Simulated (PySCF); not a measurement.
# GaNH4O2 (SMILES [NH2][Ga]([OH])[OH]) at 6 levels

We compute a comparison of 6 runs (HF/def2-SVP, SVWN5/3-21G, PBE0/def2-SVP, B3LYP/aug-cc-pVDZ, TPSS/cc-pVTZ, MP2/def2-TZVP) of GaNH4O2. Input form: a Python script.

The results are computed with PySCF 2.14.0.

### 1 The molecule

GaNH4O2 has 8 atoms, charge 0, and is taken as a singlet. As SMILES, `[NH2][Ga]([OH])[OH]`. Geometry: relaxed at PBE0-D4/def2-TZVP. This is one conformer, not always the lowest.

Bond lengths: N1–Ga2 1.809 Å, Ga2–O3 1.777 Å, Ga2–O4 1.785 Å, N1–H5 1.007 Å, N1–H6 1.006 Å, O3–H7 0.960 Å, O4–H8 0.959 Å. Angles: N1–Ga2–O3 119.2°, N1–Ga2–O4 124.8°, O3–Ga2–O4 115.9°, Ga2–N1–H5 119.5°, Ga2–N1–H6 121.6°, Ga2–O3–H7 112.6°, Ga2–O4–H8 114.8°, H5–N1–H6 111.4°.

### 2 Energy and forces at HF/def2-SVP (run 1)

run.py

```python
# [NH2][Ga]([OH])[OH]
import pyscf.grad
from pyscf import gto

system = gto.M(
    atom='''
N   -1.492100   0.219900   0.286200
Ga   0.280500   0.070800  -0.042300
O    1.348200   1.445900   0.316200
O    1.059800  -1.345600  -0.798200
H   -1.827200   0.968900   0.869400
H   -2.086100  -0.589000   0.350800
H    2.255200   1.288100   0.045800
H    0.461800  -2.058900  -1.027800
''',
    charge=0,
    basis='def2-svp',
    verbose=4,
    max_memory=1860,
)

mf = system.RHF()
mf.conv_tol = 1e-10
mf.kernel()
if not mf.converged:
    mf = mf.newton().run(mf.mo_coeff, mf.mo_occ)

etot = mf.e_tot
print(f'total energy: {etot:.8f} hartree')
grad = mf.Gradients().kernel()
mf.analyze()
```

Command:

```console
$ OMP_NUM_THREADS=1 python run.py
```

The program printed:

```text
PySCF version 2.14.0

[... 81 lines left out ...]
Two-electron Energy =                 1133.156468506870169
[... 13 lines left out ...]
MO #10  energy= -4.49728723140753  occ= 2
[... 11 lines left out ...]
MO #22  energy= -0.652562246296605 occ= 2
[... 11 lines left out ...]
MO #34  energy= 0.24906843516843   occ= 0
[... 11 lines left out ...]
MO #46  energy= 0.832382464940866  occ= 0
[... 11 lines left out ...]
MO #58  energy= 1.37876174528369   occ= 0
[... 11 lines left out ...]
MO #70  energy= 2.13902349700942   occ= 0
[... 11 lines left out ...]
MO #82  energy= 3.05966691465114   occ= 0
[... 11 lines left out ...]
MO #94  energy= 4.15898790866922   occ= 0
[... 105 lines left out ...]
Dipole moment(X, Y, Z, Debye): -1.73912, -1.68487,  0.38359
```

Wall time 22 s (1 thread of Intel Xeon at 2.50GHz (Skylake/Cascade Lake), shared host); peak memory 0.2 GiB.

### 3 Energy and forces at SVWN5/3-21G (run 2)

input.xyz

```xyz
8
GaH4NO2
N     -1.492100     0.219900     0.286200
Ga     0.280500     0.070800    -0.042300
O      1.348200     1.445900     0.316200
O      1.059800    -1.345600    -0.798200
H     -1.827200     0.968900     0.869400
H     -2.086100    -0.589000     0.350800
H      2.255200     1.288100     0.045800
H      0.461800    -2.058900    -1.027800
```

run.py

```python
from pyscf import gto, dft

molecule = gto.Mole()
molecule.atom = 'input.xyz'
molecule.basis = '3-21g'
molecule.spin = 0
molecule.max_memory = 1860
molecule.charge = 0
molecule.verbose = 3
molecule.build()

myscf = dft.RKS(molecule)
myscf.xc = 'svwn'
myscf.conv_tol = 1e-10
myscf.grids.level = 5
myscf.kernel()
if not myscf.converged:
    myscf = myscf.newton().run(myscf.mo_coeff, myscf.mo_occ)

energy = myscf.e_tot
print(f'total energy: {energy:.8f} hartree')
grad = myscf.nuc_grad_method().kernel()
dip = myscf.dip_moment()
pop, q = myscf.mulliken_pop()
```

Command:

```console
$ OMP_NUM_THREADS=1 python run.py
```

The program printed:

```text
converged SCF energy = -2117.41960338828
total energy: -2117.41960339 hartree
--------------- RKS gradients ---------------
         x                y                z
0 N    -0.0462680014     0.0058736932     0.0073097698
1 Ga    -0.0032728107    -0.0048731489     0.0025127049
2 O     0.0547544425     0.0208994627    -0.0030100703
3 O    -0.0077122546    -0.0530717502    -0.0230509359
4 H     0.0052631761    -0.0157842887    -0.0064453890
5 H     0.0114989185     0.0135485240     0.0025391845
6 H    -0.0362269648     0.0043216264     0.0098319823
7 H     0.0219780573     0.0290812469     0.0103037774
----------------------------------------------
Dipole moment(X, Y, Z, Debye): -1.62930, -1.76423,  0.37575
 ** Mulliken pop  **
pop of  0 N 1s            1.98309
pop of  0 N 2s            0.36860
pop of  0 N 3s            1.26953
pop of  0 N 2px           0.59822
pop of  0 N 2py           0.59033
pop of  0 N 2pz           0.69367
pop of  0 N 3px           0.73310
pop of  0 N 3py           0.65387
pop of  0 N 3pz           0.94947
pop of  1 Ga 1s           1.99981
pop of  1 Ga 2s           1.99804
pop of  1 Ga 3s           1.99319
pop of  1 Ga 4s           0.80050
pop of  1 Ga 5s           0.11279
pop of  1 Ga 2px          1.99827
pop of  1 Ga 2py          1.99826
pop of  1 Ga 2pz          1.99841
pop of  1 Ga 3px          1.98461
pop of  1 Ga 3py          1.98377
pop of  1 Ga 3pz          1.98232
pop of  1 Ga 4px          0.44272
pop of  1 Ga 4py          0.38099
pop of  1 Ga 4pz          0.34007
pop of  1 Ga 5px          0.10654
pop of  1 Ga 5py          0.10727
pop of  1 Ga 5pz          0.23002
pop of  1 Ga 3dxy         1.95956
pop of  1 Ga 3dyz         1.97901
pop of  1 Ga 3dz^2        1.97173
pop of  1 Ga 3dxz         1.98702
pop of  1 Ga 3dx2-y2      1.96198
pop of  2 O 1s            1.98235
pop of  2 O 2s            0.41715
pop of  2 O 3s            1.47378
pop of  2 O 2px           0.61860
pop of  2 O 2py           0.73104
pop of  2 O 2pz           0.78400
pop of  2 O 3px           0.69768
pop of  2 O 3py           0.91741
pop of  2 O 3pz           0.99288
pop of  3 O 1s            1.98236
pop of  3 O 2s            0.41720
pop of  3 O 3s            1.46939
pop of  3 O 2px           0.70888
pop of  3 O 2py           0.64913
pop of  3 O 2pz           0.77528
pop of  3 O 3px           0.88104
pop of  3 O 3py           0.75665
pop of  3 O 3pz           0.97744
pop of  4 H 1s            0.43544
pop of  4 H 2s            0.24198
pop of  5 H 1s            0.43976
pop of  5 H 2s            0.24957
pop of  6 H 1s            0.42864
pop of  6 H 2s            0.19006
pop of  7 H 1s            0.43111
pop of  7 H 2s            0.19438
 ** Mulliken atomic charges  **
charge of    0N =     -0.83988
charge of    1Ga =      0.68311
charge of    2O =     -0.61489
charge of    3O =     -0.61738
charge of    4H =      0.32258
charge of    5H =      0.31067
charge of    6H =      0.38130
charge of    7H =      0.37450
```

Run time: 17 s. Hardware: 1 thread of Intel Xeon at 2.50GHz (Skylake/Cascade Lake), shared host; peak memory 0.32 GiB.

Runs 3 to 5 aren't shown in full; the table further down has their settings and results.

### 4 Energy and forces at MP2/def2-TZVP (run 6)

input.py

```python
from pyscf import gto, scf, mp

mol = gto.M(
    atom=[
    ('N', (-1.492100, 0.219900, 0.286200)),
    ('Ga', (0.280500, 0.070800, -0.042300)),
    ('O', (1.348200, 1.445900, 0.316200)),
    ('O', (1.059800, -1.345600, -0.798200)),
    ('H', (-1.827200, 0.968900, 0.869400)),
    ('H', (-2.086100, -0.589000, 0.350800)),
    ('H', (2.255200, 1.288100, 0.045800)),
    ('H', (0.461800, -2.058900, -1.027800)),
],
    max_memory=1860,
    verbose=4,
    spin=0,
    basis='def2-tzvp',
)

hf = scf.RHF(mol)
hf.conv_tol = 1e-10
hf.kernel()
if not hf.converged:
    hf = hf.newton().run(hf.mo_coeff, hf.mo_occ)

pt = mp.MP2(hf, frozen=12).run()
energy = pt.e_tot
print('Final energy', energy)
grad = pt.nuc_grad_method().kernel()
hf.analyze()
```

Command:

```console
$ OMP_NUM_THREADS=1 python input.py
```

The program printed:

```text
PySCF version 2.14.0

[... 87 lines left out ...]
One-electron Energy =                -3557.977551088829387
[... 22 lines left out ...]
MO #18  energy= -1.19078670234783  occ= 2
[... 20 lines left out ...]
MO #39  energy= 0.354909458836307  occ= 0
[... 20 lines left out ...]
MO #60  energy= 0.881626718536166  occ= 0
[... 20 lines left out ...]
MO #81  energy= 1.7750164094378    occ= 0
[... 20 lines left out ...]
MO #102 energy= 2.67759649876749   occ= 0
[... 20 lines left out ...]
MO #123 energy= 4.22162049008017   occ= 0
[... 20 lines left out ...]
MO #144 energy= 5.77681120737569   occ= 0
[... 20 lines left out ...]
MO #165 energy= 45.0884991583696   occ= 0
[... 176 lines left out ...]
Dipole moment(X, Y, Z, Debye): -1.66691, -1.59547,  0.37132
```

Run time: 4.9 min. Hardware: 1 thread of Intel Xeon at 2.50GHz (Skylake/Cascade Lake), shared host; peak memory 1.9 GiB.

### 5 The series

```
run              level  integration grid  frozen core orbitals   energy (Eh)  dipole moment (D) of the reference  HOMO energy (eV)  LUMO energy (eV)  wall time
  1        HF/def2-SVP                 –                     –  -2129.421247                                2.45            -11.07              2.82       22 s
  2        SVWN5/3-21G                 5                     –  -2117.419603                                2.43             -5.15             -1.01       17 s
  3      PBE0/def2-SVP                 5                     –  -2131.652101                                2.24             -7.28             -0.17       72 s
  4  B3LYP/aug-cc-pVDZ                 5                     –  -2132.595990                                2.11             -7.43             -1.35    2.4 min
  5       TPSS/cc-pVTZ                 5                     –  -2132.674704                                2.00             -6.08             -1.17      6 min
  6      MP2/def2-TZVP                 –                    12  -2130.848711                                2.34            -11.17              2.46    4.9 min
```

### 6 What came out

```
                                           quantity           value
                                run 6: total energy  -2130.84871 Eh
        run 6: dipole moment (Hartree–Fock density)          2.34 D
         run 6: HOMO energy (Hartree–Fock orbitals)       -11.17 eV
         run 6: LUMO energy (Hartree–Fock orbitals)         2.46 eV
       run 6: HOMO–LUMO gap (Hartree–Fock orbitals)        13.63 eV
run 6: correlation energy (12 core orbitals frozen)      -916.8 mEh
                    run 6: largest force on an atom      0.265 eV/Å
```

Over runs 1, 2, 3, 4, 5 the dipole moment (its size) runs from 2.00 D (TPSS/cc-pVTZ) to 2.45 D (HF/def2-SVP). The two ends differ in method and basis. Over runs 1, 2, 3, 4, 5 the HOMO–LUMO gap runs from 4.15 eV (SVWN5/3-21G) to 13.89 eV (HF/def2-SVP). Totals of different functionals can't be ranked against each other. All runs together took 15 min, the longest 6 min.
